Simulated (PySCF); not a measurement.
# C2H8FNSi2: runs on many settings

Aim: see how C2H8FNSi2 (`F[Si@H]1CC[SiH2]N1`) answers to the choice of functional, basis, grid and SCF options.

Computed with PySCF 2.14.0, with density-fitted response routines of our own, on a single molecule in the gas phase. Atoms count from 0, in the outputs and in this text.

## 1. The starting structure

14 atoms, charge 0, multiplicity 1; geometry from: GFN2-xTB.

Bonds of the start (Å): F0–Si1 1.62, Si1–C2 1.89, C2–C3 1.54, C3–Si4 1.90, Si4–N5 1.74, N5–Si1 1.72, Si1–H6 1.45, C2–H7 1.09, C2–H8 1.09, C3–H9 1.09, C3–H10 1.09, Si4–H11 1.47, Si4–H12 1.46, N5–H13 1.00.

## 2. Shielding tensors: HSE06/6-31++G**

The job: settings as JSON, then the geometry in Å.

```
{"job": {"kind": "nmr", "xc": "HSE06", "basis": "6-31++G**", "pop": true, "scf": {"damp": 2.0, "max_cycle": 80}, "grid": 0}, "charge": 0, "multiplicity": 1}
F      0.106134     2.081609     1.758927
Si     0.075184     1.559324     0.226437
C      1.343238     0.184848    -0.073318
C      0.670095    -1.179677     0.145659
Si    -1.158905    -1.065086    -0.366921
N     -1.347418     0.635225    -0.062403
H      0.159349     2.781357    -0.552807
H      1.695677     0.245644    -1.103692
H      2.226071     0.282564     0.559387
H      1.217733    -1.962742    -0.379153
H      0.718187    -1.429871     1.206767
H     -1.384674    -1.362015    -1.787833
H     -2.067054    -1.838278     0.483021
H     -2.254294     1.066624    -0.076238
```

Level: GIAO HSE06/6-31++G** NMR shielding, non-relativistic, gas phase.

Launch:

```bash
> OMP_NUM_THREADS=1 python probes_run.py task.json out
```

The driver reads the jobs from task.json and runs them one after another.

The log of the run:

```text
damping 2.00 in the first 6 cycles
final grid: 12528 points
cycle   1  E = -814.2134657519  dE =  5.306e-01  |g| = 6.961e-01  |ddm| = 4.024e+00
cycle   2  E = -813.2329683262  dE =  9.805e-01  |g| = 2.270e+00  |ddm| = 1.524e+00
cycle   3  E = -799.7495639213  dE =  1.348e+01  |g| = 7.039e+00  |ddm| = 6.815e+00
cycle   4  E = -767.9301831173  dE =  3.182e+01  |g| = 1.034e+01  |ddm| = 2.200e+01
cycle   5  E = -485.6509663421  dE =  2.823e+02  |g| = 1.214e+01  |ddm| = 2.472e+01
cycle   6  E = -656.9305766482  dE = -1.713e+02  |g| = 9.191e+00  |ddm| = 2.275e+02
cycle   7  E = -507.2014544382  dE =  1.497e+02  |g| = 1.848e+01  |ddm| = 2.370e+02
cycle   8  E = -776.1361564019  dE = -2.689e+02  |g| = 8.610e+00  |ddm| = 9.096e+01
cycle   9  E = -800.7118105954  dE = -2.458e+01  |g| = 5.428e+00  |ddm| = 3.134e+01
cycle  10  E = -805.2298930460  dE = -4.518e+00  |g| = 4.260e+00  |ddm| = 5.486e+01
cycle  11  E = -813.2164194547  dE = -7.987e+00  |g| = 2.058e+00  |ddm| = 5.622e+01
cycle  12  E = -814.1082951191  dE = -8.919e-01  |g| = 8.500e-01  |ddm| = 5.076e+00
cycle  13  E = -814.2856815481  dE = -1.774e-01  |g| = 2.757e-01  |ddm| = 3.113e+00
cycle  14  E = -814.3095186302  dE = -2.384e-02  |g| = 1.751e-01  |ddm| = 1.503e+00
cycle  15  E = -814.3143092667  dE = -4.791e-03  |g| = 7.897e-02  |ddm| = 2.575e-01
cycle  16  E = -814.3156073067  dE = -1.298e-03  |g| = 1.801e-02  |ddm| = 1.422e-01
cycle  17  E = -814.3156805830  dE = -7.328e-05  |g| = 5.322e-03  |ddm| = 5.387e-02
cycle  18  E = -814.3156883200  dE = -7.737e-06  |g| = 7.264e-04  |ddm| = 1.591e-02
cycle  19  E = -814.3156884663  dE = -1.463e-07  |g| = 1.145e-04  |ddm| = 2.528e-03
cycle  20  E = -814.3156884693  dE = -2.984e-09  |g| = 4.252e-05  |ddm| = 3.244e-04
cycle  21  E = -814.3156884697  dE = -4.609e-10  |g| = 1.026e-05  |ddm| = 8.830e-05
converged SCF energy = -814.3156884697

GIAO shielding tensors (ppm)
atom      isotropic    diamagn.    paramagn.     s11        s22        s33       span
  0 F      336.143     460.479    -124.336    285.462    346.143    376.824     91.362
  1 Si     396.209     876.603    -480.394    378.459    390.379    419.788     41.329
  2 C      187.403     252.815     -65.412    182.483    186.735    192.990     10.507
  3 C      191.136     250.897     -59.761    179.733    190.667    203.006     23.273
  4 Si     418.188     874.473    -456.284    382.367    410.104    462.093     79.726
  5 N      233.188     347.965    -114.777    190.118    247.655    261.793     71.675
  6 H       26.469      27.733      -1.264     22.624     24.165     32.618      9.994
  7 H       31.068      32.007      -0.939     25.927     28.818     38.457     12.530
  8 H       30.444      30.956      -0.511     25.297     28.156     37.880     12.583
  9 H       30.585      30.779      -0.194     25.010     28.111     38.634     13.624
 10 H       30.515      31.926      -1.411     25.487     28.028     38.029     12.541
 11 H       26.864      28.372      -1.508     23.148     24.314     33.130      9.982
 12 H       26.712      27.513      -0.800     23.436     24.172     32.528      9.092
 13 H       30.681      31.815      -1.135     23.078     26.639     42.326     19.248
```

Wall time 36 s (1 thread of Intel Xeon Platinum 8488C, shared host); peak memory 0.76 GiB.

It converged, yet the result is unsound: grid level 0 is too coarse.

## 3. Shielding tensors: BLYP/pcSseg-1

The job, as its differences from that of step 2:

```diff
@@ -1,2 +1,2 @@
-{"job": {"kind": "nmr", "xc": "HSE06", "basis": "6-31++G**", "pop": true, "scf": {"damp": 2.0, "max_cycle": 80}, "grid": 0}, "charge": 0, "multiplicity": 1}
+{"job": {"kind": "nmr", "xc": "BLYP", "basis": "pcSseg-1", "pop": false, "scf": {"guess": "1e", "max_cycle": 93}}, "charge": 0, "multiplicity": 1}
 F      0.106134     2.081609     1.758927
```

Level: GIAO BLYP/pcSseg-1 NMR shielding, non-relativistic, gas phase.

The log of the run:

```text
final grid: 111840 points
cycle   1  E = -463.7838573264  dE =  2.024e+02  |g| = 1.848e+01  |ddm| = 1.395e+02
cycle   2  E = -610.3454911097  dE = -1.466e+02  |g| = 2.959e+01  |ddm| = 1.399e+02
cycle   3  E = -742.2196231898  dE = -1.319e+02  |g| = 1.809e+01  |ddm| = 1.270e+01
cycle   4  E = -762.4757069662  dE = -2.026e+01  |g| = 1.222e+01  |ddm| = 9.821e+00
cycle   5  E = -775.4900735923  dE = -1.301e+01  |g| = 1.095e+01  |ddm| = 1.586e+01
cycle   6  E = -791.0073527900  dE = -1.552e+01  |g| = 7.869e+00  |ddm| = 1.691e+01
cycle   7  E = -792.7292815588  dE = -1.722e+00  |g| = 7.097e+00  |ddm| = 1.672e+01
cycle   8  E = -813.7521447125  dE = -2.102e+01  |g| = 2.007e+00  |ddm| = 1.200e+01
cycle   9  E = -813.4893173101  dE =  2.628e-01  |g| = 2.211e+00  |ddm| = 4.098e+00
cycle  10  E = -814.5402882870  dE = -1.051e+00  |g| = 5.637e-01  |ddm| = 2.529e+00
cycle  11  E = -814.5957055663  dE = -5.542e-02  |g| = 2.737e-01  |ddm| = 7.210e-01
cycle  12  E = -814.6083779837  dE = -1.267e-02  |g| = 6.652e-02  |ddm| = 2.548e-01
cycle  13  E = -814.6090314050  dE = -6.534e-04  |g| = 2.788e-02  |ddm| = 6.580e-02
cycle  14  E = -814.6091951064  dE = -1.637e-04  |g| = 5.702e-03  |ddm| = 2.393e-02
cycle  15  E = -814.6092006894  dE = -5.583e-06  |g| = 3.406e-03  |ddm| = 7.789e-03
cycle  16  E = -814.6092034498  dE = -2.760e-06  |g| = 5.634e-04  |ddm| = 3.627e-03
cycle  17  E = -814.6092035314  dE = -8.154e-08  |g| = 1.676e-04  |ddm| = 8.978e-04
cycle  18  E = -814.6092035371  dE = -5.706e-09  |g| = 6.027e-05  |ddm| = 2.454e-04
cycle  19  E = -814.6092035380  dE = -9.195e-10  |g| = 1.860e-05  |ddm| = 1.018e-04
converged SCF energy = -814.6092035380

GIAO shielding tensors (ppm)
atom      isotropic    diamagn.    paramagn.     s11        s22        s33       span
  0 F      307.975     469.233    -161.258    244.930    317.486    361.509    116.579
  1 Si     324.004     879.195    -555.191    297.831    322.049    352.131     54.300
  2 C      165.535     252.894     -87.359    160.127    164.686    171.791     11.665
  3 C      170.193     250.378     -80.185    157.390    169.430    183.759     26.369
  4 Si     350.776     880.793    -530.017    310.241    339.960    402.128     91.888
  5 N      216.834     323.348    -106.514    167.785    230.983    251.734     83.949
  6 H       26.458      29.097      -2.639     22.596     24.067     32.711     10.116
  7 H       31.197      31.683      -0.486     26.556     29.045     37.988     11.432
  8 H       30.515      30.479       0.036     25.892     28.345     37.307     11.416
  9 H       30.610      30.339       0.271     25.558     28.330     37.943     12.385
 10 H       30.566      31.576      -1.010     25.926     28.252     37.519     11.594
 11 H       26.826      29.592      -2.766     23.209     24.263     33.007      9.799
 12 H       26.673      29.363      -2.690     23.307     24.277     32.434      9.127
 13 H       30.871      30.888      -0.017     23.396     27.313     41.903     18.507
```

It took 30 s on 1 thread of Intel Xeon Platinum 8488C, shared host; peak memory 0.68 GiB.

Despite a poor start guess, the SCF converged in 19 cycles.

Shifts follow as δ = σ(reference) − σ, with reference shieldings (ppm) from runs at the same level and on the same kind of geometry: 1H TMS 31.80, 13C TMS 178.1, 29Si TMS 319.0, 19F CFCl3 138.5, 15N NH3 265.1. The references are single molecules in the gas phase, so shifts against H2O, NH3, PH3, H3PO4 or CFCl3 are not on the usual liquid scales and can be off by tens of ppm.

```tsv
atoms	environment	σ (ppm)	δ (ppm)
C2	sp3 CH2 bonded to Si	165.5	12.5
C3	sp3 CH2 bonded to Si	170.2	7.9
H6	hydrogen on a silicon bonded to C, F, N, in a 5-membered ring	26.46	5.34
H12	hydrogen on a silicon bonded to C, N, in a 5-membered ring	26.67	5.13
H11	hydrogen on a silicon bonded to C, N, in a 5-membered ring	26.83	4.97
H8	hydrogen on an sp3 CH2 bonded to Si	30.51	1.29
H10	hydrogen on an sp3 CH2 bonded to Si	30.57	1.23
H9	hydrogen on an sp3 CH2 bonded to Si	30.61	1.19
H13	hydrogen on a nitrogen bonded to 2 Si, in a 5-membered ring	30.87	0.93
H7	hydrogen on an sp3 CH2 bonded to Si	31.20	0.60
F0	fluorine bonded to Si	308.0	-169.5
Si1	silicon bonded to C, F, N, H, in a 5-membered ring	324.0	-5.0
Si4	silicon bonded to C, N, 2 H, in a 5-membered ring	350.8	-31.8
N5	nitrogen bonded to 2 Si, H, in a 5-membered ring	216.8	48.2
```

Ring of atoms Si1, C2, C3, Si4, N5: NICS(0) -5.0, NICS(1) -3.0, NICS(1)zz -1.4 ppm (means of both faces).

## 4. Ultraviolet spectrum: KT2/6-311G**

The job, as its differences from that of step 3:

```diff
@@ -1,2 +1,2 @@
-{"job": {"kind": "nmr", "xc": "BLYP", "basis": "pcSseg-1", "pop": false, "scf": {"guess": "1e", "max_cycle": 93}}, "charge": 0, "multiplicity": 1}
+{"job": {"kind": "uv", "xc": "KT2", "basis": "6-311G**", "nstates": 1, "ntriplets": 5, "tda": true, "scf": {"conv": 1e-07}}, "charge": 0, "multiplicity": 1}
 F      0.106134     2.081609     1.758927
```

Level: TDA KT2/6-311G**, vertical, gas phase, core orbitals frozen in the response.

The log of the run:

```text
final grid: 111840 points
cycle   1  E = -823.3049609287  dE =  5.417e-01  |g| = 9.528e-01  |ddm| = 2.983e+00
cycle   2  E = -822.7869440166  dE =  5.180e-01  |g| = 1.867e+00  |ddm| = 2.531e+00
cycle   3  E = -823.4793970305  dE = -6.925e-01  |g| = 1.496e-01  |ddm| = 1.959e+00
cycle   4  E = -823.4826556864  dE = -3.259e-03  |g| = 9.564e-02  |ddm| = 2.087e-01
cycle   5  E = -823.4846750874  dE = -2.019e-03  |g| = 1.681e-02  |ddm| = 8.922e-02
cycle   6  E = -823.4847435836  dE = -6.850e-05  |g| = 8.241e-03  |ddm| = 2.416e-02
cycle   7  E = -823.4847567333  dE = -1.315e-05  |g| = 2.148e-03  |ddm| = 7.848e-03
cycle   8  E = -823.4847576707  dE = -9.374e-07  |g| = 6.797e-04  |ddm| = 2.212e-03
cycle   9  E = -823.4847577730  dE = -1.023e-07  |g| = 1.742e-04  |ddm| = 7.444e-04
cycle  10  E = -823.4847577800  dE = -7.010e-09  |g| = 5.586e-05  |ddm| = 1.746e-04
converged SCF energy = -823.4847577800

Static polarisability (au): isotropic 73.166, principal 62.729 71.581 85.188

Singlet excitations
state   eV       nm        f      main configurations
  1   5.9484    208.4   0.00774   H->L 0.99

Triplet excitations (Tamm-Dancoff, eV): 5.6413 6.3350 6.4677 6.5533 6.6472
```

Wall time 20 s (1 thread of Intel Xeon Platinum 8488C, shared host); peak memory 0.58 GiB.

The orbitals next to the gap, with their largest atomic shares:

```tsv
orbital	eV	atoms
HOMO−3	-8.32	H6 16 %, Si4 12 %, F0 12 %
HOMO−2	-7.87	C3 27 %, C2 21 %, Si4 12 %
HOMO−1	-7.09	C2 24 %, C3 20 %, Si1 15 %
HOMO	-6.32	N5 66 %, H11 9 %, Si1 6 %
LUMO	-0.48	Si4 63 %, N5 10 %, H13 7 %
LUMO+1	0.12	Si4 33 %, C3 11 %, H10 10 %
LUMO+2	0.41	Si1 50 %, C2 10 %, Si4 6 %
```

With each of the 1 states as a Gaussian band of 0.4 eV half-width at 1/e, the curve within the window shown has maxima at 208 nm (ε 310) L/(mol cm). Beyond the last state computed it falls off for lack of states. The curve at chosen wavelengths:

| nm | ε (L/mol/cm) |
| --- | --- |
| 198 | 179 |
| 199 | 200 |
| 201 | 240 |
| 202 | 258 |
| 203 | 274 |
| 205 | 299 |
| 206 | 307 |
| 207 | 312 |
| 209 | 312 |
| 210 | 307 |
| 211 | 300 |
| 213 | 278 |
| 214 | 264 |
| 215 | 248 |
| 216 | 232 |
| 218 | 197 |
| 219 | 180 |
| 220 | 163 |
| 222 | 131 |
| 223 | 116 |
| 224 | 102 |
| 226 | 78 |
| 227 | 67 |
| 228 | 58 |
| 230 | 42 |
| 231 | 35 |

Ground-state properties from the same run:

```tsv
property	computed
dipole moment (D)	1.60
polarisability (Å³)	10.84
HOMO–LUMO gap (eV)	5.84
−ε(HOMO) (eV)	6.32
```

## 5. Shielding tensors: PBE0/pcSseg-1

The job, as its differences from that of step 4:

```diff
@@ -1,2 +1,2 @@
-{"job": {"kind": "uv", "xc": "KT2", "basis": "6-311G**", "nstates": 1, "ntriplets": 5, "tda": true, "scf": {"conv": 1e-07}}, "charge": 0, "multiplicity": 1}
+{"job": {"kind": "nmr", "xc": "PBE0", "basis": "pcSseg-1", "pop": false, "scf": {"conv": 1e-07, "damp": 0.1}}, "charge": 0, "multiplicity": 1}
 F      0.106134     2.081609     1.758927
```

With the program's defaults for keys left out, this is: GIAO PBE0/pcSseg-1 NMR shielding, non-relativistic, gas phase.

The log of the run:

```text
damping 0.10 in the first 6 cycles
final grid: 111840 points
cycle   1  E = -814.0933016497  dE =  5.392e-01  |g| = 7.082e-01  |ddm| = 3.401e+00
cycle   2  E = -814.0635574093  dE =  2.974e-02  |g| = 8.343e-01  |ddm| = 1.169e+00
cycle   3  E = -814.0268811288  dE =  3.668e-02  |g| = 9.786e-01  |ddm| = 1.258e+00
cycle   4  E = -813.9447350901  dE =  8.215e-02  |g| = 1.158e+00  |ddm| = 1.578e+00
cycle   5  E = -813.8703971212  dE =  7.434e-02  |g| = 1.383e+00  |ddm| = 1.787e+00
cycle   6  E = -813.3989466371  dE =  4.715e-01  |g| = 2.020e+00  |ddm| = 2.856e+00
cycle   7  E = -812.8214057883  dE =  5.775e-01  |g| = 2.899e+00  |ddm| = 3.446e+00
cycle   8  E = -814.1774782567  dE = -1.356e+00  |g| = 2.662e-01  |ddm| = 1.464e+00
cycle   9  E = -814.1842543968  dE = -6.776e-03  |g| = 1.681e-01  |ddm| = 2.572e-01
cycle  10  E = -814.1895433559  dE = -5.289e-03  |g| = 8.474e-03  |ddm| = 1.249e-01
cycle  11  E = -814.1895559898  dE = -1.263e-05  |g| = 5.195e-03  |ddm| = 1.384e-02
cycle  12  E = -814.1895618363  dE = -5.846e-06  |g| = 1.098e-03  |ddm| = 4.572e-03
cycle  13  E = -814.1895621379  dE = -3.016e-07  |g| = 2.332e-04  |ddm| = 1.232e-03
cycle  14  E = -814.1895621515  dE = -1.362e-08  |g| = 8.597e-05  |ddm| = 3.411e-04
converged SCF energy = -814.1895621515

GIAO shielding tensors (ppm)
atom      isotropic    diamagn.    paramagn.     s11        s22        s33       span
  0 F      325.680     468.832    -143.152    266.270    334.771    376.000    109.730
  1 Si     346.116     878.366    -532.250    325.339    341.491    371.519     46.180
  2 C      176.709     254.711     -78.002    171.636    176.641    181.850     10.213
  3 C      181.281     252.390     -71.110    169.153    180.247    194.442     25.289
  4 Si     373.042     880.024    -506.982    335.440    362.597    421.089     85.649
  5 N      227.349     325.363     -98.014    179.414    241.102    261.533     82.119
  6 H       26.524      28.639      -2.116     22.664     24.009     32.898     10.234
  7 H       31.147      31.699      -0.552     26.116     28.700     38.626     12.510
  8 H       30.461      30.574      -0.113     25.390     27.944     38.048     12.658
  9 H       30.599      30.517       0.081     25.103     27.962     38.731     13.628
 10 H       30.529      31.591      -1.062     25.554     27.904     38.129     12.575
 11 H       26.840      29.149      -2.309     23.195     24.198     33.126      9.931
 12 H       26.661      28.939      -2.278     23.236     24.152     32.596      9.360
 13 H       30.753      30.688       0.065     22.734     26.771     42.755     20.021
```

It took 19 s on 1 thread of Intel Xeon Platinum 8488C, shared host; peak memory 0.7 GiB.

In short: δ C2 10.2, C3 5.6, F0 -154.7, Si1 3.0, H6 5.19, H12 5.06 ppm.

## 6. NMR shieldings: mPW1PW91/pcSseg-1

The job, as its differences from that of step 5:

```diff
@@ -1,2 +1,2 @@
-{"job": {"kind": "nmr", "xc": "PBE0", "basis": "pcSseg-1", "pop": false, "scf": {"conv": 1e-07, "damp": 0.1}}, "charge": 0, "multiplicity": 1}
+{"job": {"kind": "nmr", "xc": "mPW1PW91", "basis": "pcSseg-1", "pop": true}, "charge": 0, "multiplicity": 1}
 F      0.106134     2.081609     1.758927
```

Level: GIAO mPW1PW91/pcSseg-1 NMR shielding, non-relativistic, gas phase.

The log of the run:

```text
coarse grid: 12528 points
cycle   1  E = -814.5198646779  dE =  5.407e-01  |g| = 7.284e-01  |ddm| = 3.404e+00
cycle   2  E = -814.4251054489  dE =  9.476e-02  |g| = 1.038e+00  |ddm| = 1.355e+00
cycle   3  E = -814.6208880968  dE = -1.958e-01  |g| = 5.280e-02  |ddm| = 8.472e-01
cycle   4  E = -814.6212501815  dE = -3.621e-04  |g| = 3.075e-02  |ddm| = 7.002e-02
cycle   5  E = -814.6214676315  dE = -2.175e-04  |g| = 5.674e-03  |ddm| = 2.953e-02
cycle   6  E = -814.6214752150  dE = -7.584e-06  |g| = 9.626e-04  |ddm| = 6.286e-03
final grid: 111840 points
cycle   7  E = -814.6569932042  dE = -2.234e-05  |g| = 5.248e-03  |ddm| = 1.601e-02
cycle   8  E = -814.6569872147  dE =  5.989e-06  |g| = 7.354e-03  |ddm| = 1.021e-02
cycle   9  E = -814.6569997591  dE = -1.254e-05  |g| = 4.723e-04  |ddm| = 5.972e-03
cycle  10  E = -814.6569997933  dE = -3.414e-08  |g| = 2.248e-04  |ddm| = 5.136e-04
cycle  11  E = -814.6569998032  dE = -9.897e-09  |g| = 2.603e-05  |ddm| = 1.825e-04
cycle  12  E = -814.6569998033  dE = -1.482e-10  |g| = 4.404e-06  |ddm| = 2.938e-05
converged SCF energy = -814.6569998033

GIAO shielding tensors (ppm)
atom      isotropic    diamagn.    paramagn.     s11        s22        s33       span
  0 F      327.152     469.034    -141.883    268.306    336.083    377.066    108.760
  1 Si     345.570     878.463    -532.893    325.226    340.512    370.972     45.746
  2 C      175.868     254.777     -78.910    170.740    175.892    180.970     10.230
  3 C      180.331     252.509     -72.178    168.332    179.320    193.342     25.010
  4 Si     371.715     880.097    -508.382    334.613    361.443    419.089     84.476
  5 N      226.915     325.580     -98.665    179.534    240.398    260.813     81.279
  6 H       26.620      28.722      -2.101     22.768     24.112     32.982     10.215
  7 H       31.201      31.771      -0.570     26.212     28.764     38.628     12.416
  8 H       30.520      30.617      -0.097     25.487     28.013     38.062     12.575
  9 H       30.662      30.566       0.096     25.208     28.039     38.739     13.531
 10 H       30.594      31.670      -1.076     25.668     27.980     38.133     12.465
 11 H       26.936      29.232      -2.296     23.307     24.295     33.205      9.898
 12 H       26.762      29.014      -2.252     23.344     24.252     32.690      9.346
 13 H       30.830      30.748       0.082     22.841     26.861     42.789     19.947
```

It took 17 s on 1 thread of Intel Xeon Platinum 8488C, shared host; peak memory 0.75 GiB.

Key values: δ C2 10.2, C3 5.7, F0 -155.6, Si1 2.3, H6 5.15, H12 5.00 ppm.

## 7. Comparing the runs: NMR shifts

Shifts (ppm) of some atoms, chosen among heavy atoms and hydrogens apart, with basis size and wall time:

```tsv
run	C2	H6	H11	F0	Si1	Si4	N5	functions	time
BLYP/pcSseg-1	12.5	5.34	4.97	-169.5	-5.0	-31.8	48.2	156	30 s
PBE0/pcSseg-1	10.2	5.19	4.88	-154.7	3.0	-23.9	40.4	156	19 s
mPW1PW91/pcSseg-1	10.2	5.15	4.83	-155.6	2.3	-23.8	39.3	156	17 s
```

## 8. Results

| quantity | value |
| --- | --- |
| 13C shifts against TMS (BLYP/pcSseg-1) | 12.5, 7.9 ppm |
| 1H shifts against TMS (BLYP/pcSseg-1) | 5.34, 5.13, 4.97, 1.29, 1.23, 1.19, 0.93, 0.60 ppm |
| 19F shifts against CFCl3 (BLYP/pcSseg-1) | -169.5 ppm |
| 29Si shifts against TMS (BLYP/pcSseg-1) | -5.0, -31.8 ppm |
| 15N shifts against NH3 (BLYP/pcSseg-1) | 48.2 ppm |
| lowest singlet (KT2/6-311G**) | 5.95 eV (208 nm), f = 0.008 |
| lowest triplet | 5.64 eV |
| range of the shift of F0 | -169.5 to -154.7 ppm |
| property runs in this session | 5, of which 0 failed and 1 gave unsound results |

Single values in the summary come from the first run of each kind that ended normally (BLYP/pcSseg-1; KT2/6-311G**), which need not be the best level. At BLYP/pcSseg-1: The largest span, 117 ppm, is at F0, where the paramagnetic term is -161 ppm. The first singlet state (HOMO→LUMO 0.99) lies at 5.95 eV and is weak. The lowest triplet lies 0.31 eV below the lowest singlet. Across the 3 runs the shift of F0 moves most, between -169.5 (BLYP/pcSseg-1) and -154.7 ppm (PBE0/pcSseg-1).
